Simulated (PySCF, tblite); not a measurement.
# C₇H₁₆N₂: geometry, infrared bands and NMR shifts

Wanted: the infrared bands and NMR shifts of C₇H₁₆N₂ (`C/C=N/N(C)CC(C)C`), by calculation.

The runs use tblite 0.8.0 and PySCF 2.14.0, with density-fitted response routines of our own; the level of theory stands in each step. All values are computed, except where a source is named. Atoms count from 0, in the outputs and in this text.

## 1. The molecule as given

25 atoms, charge 0, multiplicity 1; geometry from: force field or distance geometry start.

Bonds of the start (Å): C0–C1 1.50, C1–N2 1.28, N2–N3 1.37, N3–C4 1.47, N3–C5 1.46, C5–C6 1.53, C6–C7 1.53, C6–C8 1.53, C0–H9 1.09, C0–H10 1.08, C0–H11 1.09, C1–H12 1.12, C4–H13 1.09, C4–H14 1.09, C4–H15 1.10, C5–H16 1.10, C5–H17 1.10, C6–H18 1.10, C7–H19 1.09, C7–H20 1.10, C7–H21 1.09, C8–H22 1.10, C8–H23 1.09, C8–H24 1.09.

## 2. Optimising the geometry with GFN2-xTB

The job: settings as JSON, then the geometry in Å.

```
{"job": {"kind": "relax", "xc": "GFN2-xTB", "basis": "xTB"}, "charge": 0, "multiplicity": 1}
C      3.677400    -0.014800    -1.037400
C      2.578700    -0.327800    -0.064100
N      1.530600     0.396000    -0.004300
N      0.529800     0.119000     0.887700
C      0.567900    -0.999000     1.841700
C     -0.719900     0.863000     0.735900
C     -1.825900     0.069300     0.032400
C     -3.128900     0.862500     0.076800
C     -1.456900    -0.272900    -1.409900
H      3.411500     0.869600    -1.624300
H      4.595400     0.164200    -0.491600
H      3.806900    -0.873500    -1.696400
H      2.754700    -1.207800     0.598600
H      1.521100    -0.993200     2.375700
H      0.437200    -1.925200     1.287300
H     -0.240600    -0.891700     2.578000
H     -0.495200     1.789600     0.189200
H     -1.037000     1.161600     1.742400
H     -1.989500    -0.874000     0.578200
H     -3.032600     1.813600    -0.450400
H     -3.949500     0.297600    -0.392700
H     -3.433100     1.073400     1.106300
H     -1.242000     0.644300    -1.975200
H     -0.588500    -0.926000    -1.458100
H     -2.282600    -0.793900    -1.902100
```

Launch:

```sh
> OMP_NUM_THREADS=1 python probes_run.py task.json out
```

The driver reads the jobs from task.json and runs them one after another.

**Question.** This job is followed by: GFN2-xTB harmonic vibrations, gas phase; GIAO PBE0/pcSseg-1 NMR shielding, non-relativistic, gas phase. What will the session give for the following? strongest single infrared mode (GFN2-xTB); zero-point energy (GFN2-xTB); ¹³C shifts against TMS (PBE0/pcSseg-1, means over atoms taken as alike); ¹H shifts against TMS (PBE0/pcSseg-1, means over atoms taken as alike); ¹⁵N shifts against NH3 (PBE0/pcSseg-1).

The runs gave:

```
                                                               quantity                                    value
                              strongest single infrared mode (GFN2-xTB)                    2903 cm⁻¹, 126 km/mol
                                           zero-point energy (GFN2-xTB)                           139.3 kcal/mol
¹³C shifts against TMS (PBE0/pcSseg-1, means over atoms taken as alike)  120.2, 70.8, 33.8, 31.4, 23.8, 22.2 ppm
 ¹H shifts against TMS (PBE0/pcSseg-1, means over atoms taken as alike)   6.15, 3.23, 2.71, 2.03, 1.64, 0.81 ppm
                                 ¹⁵N shifts against NH3 (PBE0/pcSseg-1)                         384.5, 128.2 ppm
```

**Reading.** Relaxing lowered the energy by 0.152 eV in 99 steps; the close pair that moved most is N2–N3, from 1.369 to 1.331 Å. No mode is imaginary among the 69: a minimum at this level. The strongest single mode, at 2903 cm⁻¹, moves mainly H12. Unscaled tight-binding wavenumbers are off by several per cent, some by more. Its intensities can rank the bands wrongly. At PBE0/pcSseg-1: The largest span, 536 ppm, is at N2, where the paramagnetic term is -446 ppm.
